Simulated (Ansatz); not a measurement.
# The cluster Hf₃N₃: structure and electronic state

Aim: characterise the cluster Hf₃N₃ as a doublet: its structure, frontier levels and distribution of charge and spin.

Program: Ansatz 0.2.0, Gaussian basis. Level of theory: UKS PBE0-D4/def2-TZVP. These are calculated values, not measurements.

Plan: relaxation at PBE0-D4/def2-SVP; a search for the lowest solution at PBE-D4/def2-SVP; a single point at PBE0-D4/def2-TZVP; harmonic vibrations at PBE0-D4/def2-SVP.

2 further runs of the same task are left out: 2 set aside as unsound or not needed.

### 1 The system as given

6 atoms, charge 0, spin multiplicity 2.

Atoms are counted from 1 here; the program's logs count them from 0.

Bond lengths: Hf1–Hf3 2.939 Å, Hf1–N5 1.962 Å, Hf2–Hf3 2.939 Å, Hf2–N5 1.962 Å, Hf3–N4 2.011 Å, Hf3–N6 2.034 Å, N4–N6 1.202 Å. Angles: Hf3–Hf1–N5 99.0°, Hf3–Hf2–N5 99.0°, Hf1–Hf3–Hf2 58.2°, Hf1–Hf3–N4 148.6°, Hf1–Hf3–N6 128.3°, Hf2–Hf3–N4 149.6°, Hf2–Hf3–N6 127.3°, N4–Hf3–N6 34.6°, Hf3–N4–N6 73.7°, Hf1–N5–Hf2 93.4°, Hf3–N6–N4 71.7°.

Hf takes a core potential in the def2 sets. No spin-orbit coupling is included.

The start is a GFN1-xTB geometry.

### 2 Optimising with PBE0-D4/def2-SVP

in.yaml reads:

```yaml
crystal:
  periodic: [false, false, false]
  atoms:
    - {symbol: Hf, position_ang: [1.335370, 0.351380, -1.711610]}
    - {symbol: Hf, position_ang: [-1.159410, -1.031960, -1.554880]}
    - {symbol: Hf, position_ang: [0.095340, -0.065070, 0.920460]}
    - {symbol: N, position_ang: [-0.068790, 0.486300, 2.847700]}
    - {symbol: N, position_ang: [0.427900, -1.074560, -2.707700]}
    - {symbol: N, position_ang: [-0.630410, 1.333920, 2.206030]}
basis:
  gaussian: {orbitals: def2-SVP}
magnetization: {spin_polarized: true, initial_magnetization: 1}
hamiltonian: {xc: pbe0, dispersion: d4}
scf: {lower_state_search: "off"}
output: {orbitals: {seedname: orbitals}}
relax: {f_tol: 0.02, max_steps: 100}
```

The run is started by

```
ansatz run in.yaml --threads 4 --pin off --events-out ev --progress --plain --max-ram 8704MiB
```

After this run come: Searching for the lowest solution, PBE-D4/def2-SVP; Single point, PBE0-D4/def2-TZVP; Harmonic vibrations.

Q: Predict the results of all the runs planned. Wanted: point group; commonest bond; HOMO, LUMO at PBE0-D4/def2-TZVP; ⟨S²⟩; dipole at PBE0-D4/def2-SVP; lowest, highest wavenumber.

**Answer**, as computed:

| quantity | value |
| --- | --- |
| point group | C1 |
| commonest bond | Hf–N, 7 of mean length 2.057 Å |
| HOMO, LUMO at PBE0-D4/def2-TZVP (over both spins) | -4.01, -2.30 eV |
| ⟨S²⟩ | 0.830 |
| dipole at PBE0-D4/def2-SVP | 1.89 D |
| lowest, highest wavenumber | 111, 1038 cm⁻¹ |

The relaxation broke 0 and made 3 bonds, so the end is another structure than the start. All wavenumbers are real: a minimum at this level. Whether this spin is the lowest isn't tested here.
